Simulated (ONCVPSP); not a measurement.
# Pseudopotential generation for rhenium: ONCV, PW91

Do these settings give a usable potential? It is generated, then checked for transferability, scattering, ghosts and hardness.

The numbers are computed with ONCVPSP 4.0.1 (PW91, scalar-relativistic, spin-unpolarised reference atom).

### 1 Starting point

The settings as typed:

- element: rhenium (Re, Z = 75)
- type: optimised norm-conserving Vanderbilt (ONCV)
- frozen core: [Kr] 4d10 4f14 5s2
- valence charge: 13
- reference configuration: 5p6 5d5 6s2
- partial waves: 6s: rc 2.60 bohr, ncon 4, nbas 7, qcut 2.6 1/bohr, 1 projector; 5p: rc 1.65 bohr, ncon 4, nbas 9, qcut 10.5 1/bohr, 1 projector; 5d: rc 2.20 bohr, ncon 4, nbas 9, qcut 7.7 1/bohr, 3 projectors, debl 0.6 Ha
- local potential: polynomial inside 1.10 bohr (lpopt 5, dvloc0 0 Ha)
- core correction: not asked for

### 2 Generation

Re.dat

```
# ATOM AND REFERENCE CONFIGURATION
# atsym  z   nc   nv     iexc    psfile
  Re 75.00   11    3  -109134      upf
#
#   n    l    f
    1    0    2.00
    2    0    2.00
    2    1    6.00
    3    0    2.00
    3    1    6.00
    3    2   10.00
    4    0    2.00
    4    1    6.00
    4    2   10.00
    4    3   14.00
    5    0    2.00
    5    1    6.00
    5    2    5.00
    6    0    2.00
#
# PSEUDOPOTENTIAL AND OPTIMIZATION
# lmax
    2
#
#   l,   rc,      ep,       ncon, nbas, qcut
    0    2.60    0.00    4    7    2.60
    1    1.65    0.00    4    9   10.50
    2    2.20    0.00    4    9    7.70
#
# LOCAL POTENTIAL
# lloc, lpopt,  rc(5),   dvloc0
    4    5    1.10    0.00
#
# VANDERBILT-KLEINMAN-BYLANDER PROJECTORs
# l, nproj, debl
    0    1    1.60
    1    1    3.40
    2    3    0.60
#
# MODEL CORE CHARGE
# icmod, fcfact, rcfact
    0    0.00    0.00
#
# LOG DERIVATIVE ANALYSIS
# epsh1, epsh2, depsh
   -3.00    5.00    0.02
#
# OUTPUT GRID
# rlmax, drl
    6.00    0.01
#
# TEST CONFIGURATIONS
# ncnf
    4
# nvcnf
#   n    l    f
    3
    5    1    6.00
    5    2    5.00
    6    0    1.00
#
    3
    5    1    6.00
    5    2    5.00
    6    0    0.00
#
    3
    5    1    6.00
    5    2    4.00
    6    0    0.00
#
    3
    5    1    6.00
    5    2    3.00
    6    0    0.00
#
```

The run is started by

```
$ oncvpsp.x < Re.dat > Re.out
```

What does the calculation give? Wanted: cutoffs for 1 and 0.1 mHa per electron, occupied waves; bound ghosts; GHOST(+) flags; configuration tests; largest phase difference near zero energy, channels read.

The runs gave:

| quantity | value |
| --- | --- |
| cutoffs for 1 and 0.1 mHa per electron, occupied waves | 30 Ha and 37 Ha |
| bound ghosts | s at -297.91 eV |
| GHOST(+) flags | s at -1 eV |
| configuration tests | no usable energy difference |
| largest phase difference near zero energy, channels read | 0.040 rad |

A bound ghost (s) makes it unfit for use: electrons can fall into a state that the atom doesn't have. Of the tests 4 gave no usable energy difference, which is a warning in itself. The potential is of middling hardness: the looser tolerance needs 30 Ha. At the looser tolerance the 5p wave is the slowest; 5d needs 16 Ha. Of the channels read, s scatters worst near zero energy, by up to 0.04 rad. The program also flags highly localised states, GHOST(+) (s). Note that the frozen 4f shell (-42 eV) lies higher than the valence 5p shell (-47 eV).
